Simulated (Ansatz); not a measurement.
**SnH₂NF (SMILES [NH2][Sn][F]): energies and forces away from the minimum**

Aim: displace all atoms at random from the minimum and see how well density functionals give the CCSD(T) energy and forces there.

The runs use Ansatz 0.2.0, Gaussian basis; single points with forces in def2-TZVPP.

Levels: PBE-D4, r2SCAN-D4, PBE0-D4, wB97M-V, Hartree-Fock, MP2, CCSD, CCSD(T). Each coordinate is moved by a Gaussian draw of the width named (0.7 of it for atoms other than hydrogen): 0.09, 0.06, 0.12, 0.02 Å.

Correlated methods freeze the cores. Filled d shells of the heavier atoms are correlated. Core potentials replace the inner electrons past krypton, and spin-orbit coupling is left out.

**1. The starting structure**

The minimum, relaxed at PBE0-D4: 5 atoms, charge 0, spin multiplicity 1.

Atoms are counted from 1 here; the program's logs count them from 0.

Bond lengths: N1–Sn2 2.003 Å, N1–H4 1.008 Å, N1–H5 1.010 Å, Sn2–F3 1.951 Å. Angles: Sn2–N1–H4 126.2°, Sn2–N1–H5 121.8°, H4–N1–H5 112.0°, N1–Sn2–F3 92.0°.

As a file:

```xyz
5

N    -0.3029    0.4955   -0.3933
Sn    0.3389   -0.0537    1.4232
F     0.9669   -1.7759    0.7543
H    -0.7468    1.3693   -0.6291
H    -0.2062   -0.1089   -1.1966
```

Energies of the minimum (eV), from earlier single points: PBE-D4 -10070.41258, r2SCAN-D4 -10074.92748, PBE0-D4 -10070.47353, B3LYP-D4 -10076.93036, wB97M-V -10072.11806, CCSD(T) -10050.14736.

**2. Structure 1, width 0.09 Å**

ccsdt-tzvpp/in.yaml reads:

```yaml
crystal:
  periodic: [false, false, false]
  atoms:
    - {symbol: N, position_ang: [-0.357165, 0.478646, -0.377721]}
    - {symbol: Sn, position_ang: [0.347927, -0.100667, 1.313010]}
    - {symbol: F, position_ang: [0.881419, -1.792689, 0.726627]}
    - {symbol: H, position_ang: [-0.688455, 1.425829, -0.617965]}
    - {symbol: H, position_ang: [-0.098840, -0.110243, -1.202361]}
basis:
  gaussian: {orbitals: def2-TZVPP}
correlation: {method: ccsd_t}
output: {forces: true}
```

No record of the launch command was kept for these runs.

Standard output (excerpt; [...] marks lines left out):

```text
Functional definition: HF
  name "HF"
  cite "Fock, Z. Phys. 61, 126 (1930) doi:10.1007/BF01340294"
  parent pbe
[...]
1034 factors; integrals over basis functions are off by at most 7.3e-4 eV
[...]
mean field -10028.11165440 eV, -368.5263060008 hartree, gradient 8.3e-6 eV, S^2 0.000000; 0 other end points of the search recorded, 0 dependent functions left out
6 core orbitals not correlated: weight in the atoms' cores, before any rotation towards them, 1.000 or more for the frozen orbitals, at most 0.000 for the correlated occupied ones
reference -10028.11165440 eV, -368.5263060008 hartree; 14, 14 occupied and 120, 120 virtual orbitals, 1034 factors
second order -21.19282929 eV of doubles, -0.00000000 eV of singles
cycle   1  -20.53394260 eV  change    6.6e-1 eV  update   1.1e-1
[...]
cycle  12  -21.10960225 eV  change   -1.0e-5 eV  update   4.6e-6
perturbative correction -0.69147819 eV, -0.0254113547 hartree
[...]
working
working
working
Total energy: -10049.91273483 eV, -369.3274809294 hartree
Atom 0 at    -0.357165     0.478646    -0.377721 Å, force    -0.376313     0.382039    -2.890134 eV/Å
Atom 1 at     0.347927    -0.100667     1.313010 Å, force     0.111239     1.366172     2.913597 eV/Å
Atom 2 at     0.881419    -1.792689     0.726627 Å, force     0.534666    -1.741644    -0.846665 eV/Å
Atom 3 at    -0.688455     1.425829    -0.617965 Å, force     0.341285    -1.017175     0.030616 eV/Å
Atom 4 at    -0.098840    -0.110243    -1.202361 Å, force    -0.610877     1.010608     0.792586 eV/Å
Dipole moment:    -0.127284     0.526438    -0.079125 e Å
```

It took 4.4 min on 2 threads, shared host; peak memory 1.6 GiB.

The other levels were run on the same coordinates; their logs were not kept, and their results stand in the tables.

```tsv
method	RMS force component (eV/Å)	RMS error against CCSD(T) (eV/Å)	angle to CCSD(T) forces (°)	dipole (D)
PBE-D4	1.513	0.304	9.6	2.55
r2SCAN-D4	1.390	0.081	1.9	2.60
PBE0-D4	1.363	0.047	1.0	2.63
wB97M-V	1.362	0.057	1.7	2.60
CCSD(T)	1.322	reference	reference	2.63
```

**3. Structure 2, width 0.06 Å**

ccsdt-tzvpp/in.yaml reads:

```yaml
crystal:
  periodic: [false, false, false]
  atoms:
    - {symbol: N, position_ang: [-0.248908, 0.548176, -0.395432]}
    - {symbol: Sn, position_ang: [0.402051, -0.000299, 1.492666]}
    - {symbol: F, position_ang: [0.933404, -1.870524, 0.641077]}
    - {symbol: H, position_ang: [-0.794614, 1.486695, -0.717950]}
    - {symbol: H, position_ang: [-0.164777, -0.049524, -1.173472]}
basis:
  gaussian: {orbitals: def2-TZVPP}
correlation: {method: ccsd_t}
output: {forces: true}
```

Standard output (excerpt; [...] marks lines left out):

```text
[... 4 set-up lines as earlier in the session ...]
[...]
1032 factors; integrals over basis functions are off by at most 9.8e-4 eV
[...]
mean field -10027.57714684 eV, -368.5066632104 hartree, gradient 1.1e-6 eV, S^2 0.000000; 0 other end points of the search recorded, 0 dependent functions left out
6 core orbitals not correlated: weight in the atoms' cores, before any rotation towards them, 1.000 or more for the frozen orbitals, at most 0.000 for the correlated occupied ones
reference -10027.57714684 eV, -368.5066632104 hartree; 14, 14 occupied and 120, 120 virtual orbitals, 1032 factors
second order -21.34359050 eV of doubles, -0.00000000 eV of singles
cycle   1  -20.58338314 eV  change    7.6e-1 eV  update   1.3e-1
[...]
cycle  13  -21.22471237 eV  change   -8.6e-6 eV  update   4.8e-6
perturbative correction -0.74177751 eV, -0.0272598207 hartree
[...]
working
working
working
Total energy: -10049.54363672 eV, -369.3139168239 hartree
Atom 0 at    -0.248908     0.548176    -0.395432 Å, force    -1.614483     3.739256     1.027717 eV/Å
Atom 1 at     0.402051    -0.000299     1.492666 Å, force     0.106223    -1.794973    -2.406613 eV/Å
Atom 2 at     0.933404    -1.870524     0.641077 Å, force    -0.516028     2.052326     1.066197 eV/Å
Atom 3 at    -0.794614     1.486695    -0.717950 Å, force     1.865547    -3.054806     1.238042 eV/Å
Atom 4 at    -0.164777    -0.049524    -1.173472 Å, force     0.158741    -0.941802    -0.925342 eV/Å
Dipole moment:    -0.249842     0.743156     0.251281 e Å
```

It took 4.4 min on 2 threads, shared host; peak memory 1.6 GiB.

```tsv
method	RMS force component (eV/Å)	RMS error against CCSD(T) (eV/Å)	angle to CCSD(T) forces (°)	dipole (D)
PBE-D4	1.643	0.312	9.1	3.69
r2SCAN-D4	1.744	0.101	2.8	3.79
PBE0-D4	1.790	0.077	2.5	3.94
wB97M-V	1.794	0.047	1.5	3.97
CCSD(T)	1.796	reference	reference	3.95
```

**4. Structure 3, width 0.12 Å**

ccsdt-tzvpp/in.yaml reads:

```yaml
crystal:
  periodic: [false, false, false]
  atoms:
    - {symbol: N, position_ang: [-0.209590, 0.504688, -0.460125]}
    - {symbol: Sn, position_ang: [0.332499, 0.124420, 1.558454]}
    - {symbol: F, position_ang: [1.011016, -1.800417, 0.750186]}
    - {symbol: H, position_ang: [-0.785551, 1.484514, -0.544791]}
    - {symbol: H, position_ang: [-0.399086, -0.067272, -1.274948]}
basis:
  gaussian: {orbitals: def2-TZVPP}
correlation: {method: ccsd_t}
output: {forces: true}
```

Standard output (excerpt; [...] marks lines left out):

```text
[... 4 set-up lines as earlier in the session ...]
[...]
1034 factors; integrals over basis functions are off by at most 7.1e-4 eV
[...]
mean field -10027.07505558 eV, -368.4882116969 hartree, gradient 2.3e-6 eV, S^2 0.000000; 0 other end points of the search recorded, 0 dependent functions left out
6 core orbitals not correlated: weight in the atoms' cores, before any rotation towards them, 1.000 or more for the frozen orbitals, at most 0.000 for the correlated occupied ones
reference -10027.07505558 eV, -368.4882116969 hartree; 14, 14 occupied and 120, 120 virtual orbitals, 1034 factors
second order -21.42507820 eV of doubles, -0.00000000 eV of singles
cycle   1  -20.61870245 eV  change    8.1e-1 eV  update   1.4e-1
[...]
cycle  14  -21.29018472 eV  change   -8.2e-7 eV  update   3.6e-6
perturbative correction -0.76566049 eV, -0.0281375039 hartree
[...]
working
working
working
Total energy: -10049.13090078 eV, -369.2987490582 hartree
Atom 0 at    -0.209590     0.504688    -0.460125 Å, force    -1.629496     3.624375     1.861784 eV/Å
Atom 1 at     0.332499     0.124420     1.558454 Å, force     0.461321    -2.596967    -3.532006 eV/Å
Atom 2 at     1.011016    -1.800417     0.750186 Å, force    -0.774603     2.324232     1.386854 eV/Å
Atom 3 at    -0.785551     1.484514    -0.544791 Å, force     1.803157    -3.189757    -0.007321 eV/Å
Atom 4 at    -0.399086    -0.067272    -1.274948 Å, force     0.139621    -0.161883     0.290688 eV/Å
Dipole moment:    -0.397918     0.799516     0.360707 e Å
```

Wall time 4.5 min (2 threads, shared host); peak memory 1.6 GiB.

```tsv
method	RMS force component (eV/Å)	RMS error against CCSD(T) (eV/Å)	angle to CCSD(T) forces (°)	dipole (D)
PBE-D4	1.774	0.310	6.4	4.29
r2SCAN-D4	1.942	0.099	2.3	4.43
PBE0-D4	2.003	0.081	2.3	4.63
wB97M-V	2.026	0.052	1.3	4.69
CCSD(T)	2.003	reference	reference	4.63
```

**5. Structure 4, width 0.02 Å**

ccsdt-tzvpp/in.yaml reads:

```yaml
crystal:
  periodic: [false, false, false]
  atoms:
    - {symbol: N, position_ang: [-0.280298, 0.512459, -0.381779]}
    - {symbol: Sn, position_ang: [0.345887, -0.066996, 1.420639]}
    - {symbol: F, position_ang: [0.936737, -1.771939, 0.770118]}
    - {symbol: H, position_ang: [-0.769011, 1.343020, -0.594875]}
    - {symbol: H, position_ang: [-0.209135, -0.094511, -1.180846]}
basis:
  gaussian: {orbitals: def2-TZVPP}
correlation: {method: ccsd_t}
output: {forces: true}
```

Standard output (excerpt; [...] marks lines left out):

```text
[... 4 set-up lines as earlier in the session ...]
[...]
1031 factors; integrals over basis functions are off by at most 1.0e-3 eV
[...]
mean field -10028.35683363 eV, -368.5353161715 hartree, gradient 6.7e-6 eV, S^2 0.000000; 0 other end points of the search recorded, 0 dependent functions left out
6 core orbitals not correlated: weight in the atoms' cores, before any rotation towards them, 1.000 or more for the frozen orbitals, at most 0.000 for the correlated occupied ones
reference -10028.35683363 eV, -368.5353161715 hartree; 14, 14 occupied and 120, 120 virtual orbitals, 1031 factors
second order -21.15566409 eV of doubles, -0.00000000 eV of singles
cycle   1  -20.49887736 eV  change    6.6e-1 eV  update   1.2e-1
[...]
cycle  12  -21.07543627 eV  change   -1.2e-5 eV  update   4.9e-6
perturbative correction -0.69400083 eV, -0.0255040601 hartree
[...]
working
working
working
Total energy: -10050.12627073 eV, -369.3353282291 hartree
Atom 0 at    -0.280298     0.512459    -0.381779 Å, force     0.423214    -0.779339     0.209063 eV/Å
Atom 1 at     0.345887    -0.066996     1.420639 Å, force    -0.144960     0.514569     0.400631 eV/Å
Atom 2 at     0.936737    -1.771939     0.770118 Å, force     0.190252    -0.516171    -0.238364 eV/Å
Atom 3 at    -0.769011     1.343020    -0.594875 Å, force    -0.476619     0.894826    -0.211852 eV/Å
Atom 4 at    -0.209135    -0.094511    -1.180846 Å, force     0.008113    -0.113886    -0.159478 eV/Å
Dipole moment:    -0.239465     0.513790     0.054505 e Å
```

It took 4.4 min on 2 threads, shared host; peak memory 1.6 GiB.

```tsv
method	RMS force component (eV/Å)	RMS error against CCSD(T) (eV/Å)	angle to CCSD(T) forces (°)	dipole (D)
PBE-D4	0.672	0.319	22.1	2.62
r2SCAN-D4	0.471	0.097	11.1	2.67
PBE0-D4	0.440	0.058	7.5	2.72
wB97M-V	0.444	0.054	6.7	2.71
CCSD(T)	0.428	reference	reference	2.74
```

**6. All structures together**

Energy above the minimum (kcal/mol):

```tsv
structure	width (Å)	PBE-D4	r2SCAN-D4	PBE0-D4	wB97M-V	Hartree-Fock	MP2	CCSD	CCSD(T)
1	0.09	7.3	6.2	5.8	5.8	5.4	5.3	5.2	5.4
2	0.06	9.5	12.7	13.4	13.6	17.7	14.1	14.9	13.9
3	0.12	17.2	21.7	22.8	23.4	29.3	23.8	24.9	23.4
4	0.02	1.3	0.7	0.6	0.6	-0.3	0.5	0.3	0.5
```

Miss and cost, level by level (times from a shared host):

```tsv
method	mean energy error from CCSD(T) (kcal/mol)	mean time a point
PBE-D4	3.3	2.6 s
r2SCAN-D4	1.0	4.9 s
PBE0-D4	0.4	3.5 s
wB97M-V	0.2	11 s
Hartree-Fock	2.6	part of the CCSD(T) run
MP2	0.2	part of the CCSD(T) run
CCSD	0.7	part of the CCSD(T) run
CCSD(T)	0	4.4 min
```

For cost: wB97M-V comes within 0.2 kcal/mol at 11 s a point, where CCSD(T) needs 4.4 min.

**7. Summary of results**

| quantity | value |
| --- | --- |
| energy above the minimum, CCSD(T) | 5.4, 13.9, 23.4, 0.5 kcal/mol |
| mean energy error | PBE-D4 3.3, r2SCAN-D4 1.0, PBE0-D4 0.4, wB97M-V 0.2, Hartree-Fock 2.6, MP2 0.2, CCSD 0.7 kcal/mol |
| mean RMS force error | PBE-D4 0.311, r2SCAN-D4 0.095, PBE0-D4 0.066, wB97M-V 0.052 eV/Å |
| largest T1 diagnostic | 0.021 |

MP2 gives the best energies and PBE-D4 the worst. For forces wB97M-V is best, off by 4 % of the typical force, and PBE-D4 worst (22 %).
